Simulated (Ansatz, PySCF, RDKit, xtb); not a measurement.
**[AlSiOF2]+: a search for the lowest isomer**

Task: start from the formula [AlSiOF2]+ (charge +1), draw up candidate structures, narrow them down in stages, and characterise the one that lies lowest at 298.15 K.

The funnel: GFN2-xTB relaxations, single points with a density functional, relaxations at PBE0-D3(BJ)/def2-SVP, harmonic vibrations, and a last energy at a higher level. All values are calculated.

8 further runs of the same task are left out: 8 set aside as unsound or not needed.

## (1) Drawing up candidates

All bonding patterns within simple valence rules are listed by program: one Lewis structure each, at most two rings and one unusual centre or charged pair. O–O, O–halogen and N–halogen bonds and N–N–N chains are not drawn. That gives 12 candidates.

| label | SMILES | spin |
| --- | --- | --- |
| c096 | [O-][Al+][Si+](F)F | singlet |
| c132 | [F][Al]1[O][Si+]1F | singlet |
| c150 | F[Si+](F)[O][Al] | singlet |
| c168 | [F][Al]([F])[O+]=[Si] | triplet |
| c220 | [F][Al+][O][Si]F | singlet |
| c253 | O=[Si+][Al]([F])[F] | singlet |
| c319 | [F][Al]([F])[O+]=[Si] | singlet |
| c418 | [F][Al-]1([F])[O+]=[Si+]1 | singlet |
| c552 | O=[Si](F)[Al+][F] | singlet |
| c574 | [F][Al+][O][Si]F | triplet |
| c666 | F[Si]1(F)[O][Al+]1 | singlet |
| c976 | F[Si+](F)[O][Al] | triplet |

Candidates are built by distance geometry, with a force field where one applies, in up to four conformers (letters a to d). 6 starts with atoms placed at random are added, to find patterns that the rules miss.

**Question.** With final energies at CCSD(T)/def2-SVP + MP2/def2-TZVPP - MP2/def2-SVP, which structure will this search put lowest in free energy, and by what margin?

| quantity | value |
| --- | --- |
| lowest structure found | [F][Al]([F])[O+]=[Si], singlet, C2v |
| next finalist | [F][Al+][O][Si]F, singlet, 37.1 kcal/mol higher in G |
| share at equilibrium, among the finalists | 100.0 % |
| harmonic wavenumbers, lowest and highest (PBE0-D3(BJ)/def2-SVP) | 78 and 1201 cm⁻¹ |
| rotational constants, same geometry | 0.1977, 0.05769, 0.04466 cm⁻¹ |
| HOMO energy (PBE0/def2-TZVPD) | -16.07 eV |
| LUMO energy (PBE0/def2-TZVPD) | -8.54 eV |
| HOMO–LUMO gap (PBE0/def2-TZVPD) | 7.53 eV |
| lowest excitation (TD-B3LYP/def2-SVPD) | 6.29 eV (f = 0.000) |
| strongest of the states computed, same level | 6.61 eV (f = 0.062) |
| lowest triplet excitation, same level, Tamm-Dancoff | 4.45 eV |
| vertical ionisation energy | 18.25 eV |
| vertical recombination energy (electron added) | 6.35 eV |
| vertical triplet less singlet | +4.33 eV |

The search ends on `[F][Al]([F])[O+]=[Si]`. The margin of 37.1 kcal/mol over the next finalist is beyond the usual error of the last level; it says nothing of structures that weren't ranked. GFN2-xTB, HF/STO-3G, r2SCAN-D4/def2-SVP, PBE0-D3(BJ)/def2-SVP, HF/def2-SVP and MP2/def2-SVP already put its bonding pattern lowest among the structures in one piece. The search is not exhaustive (a finite list of starts, one conformer a finalist), so a lower isomer can't be ruled out.
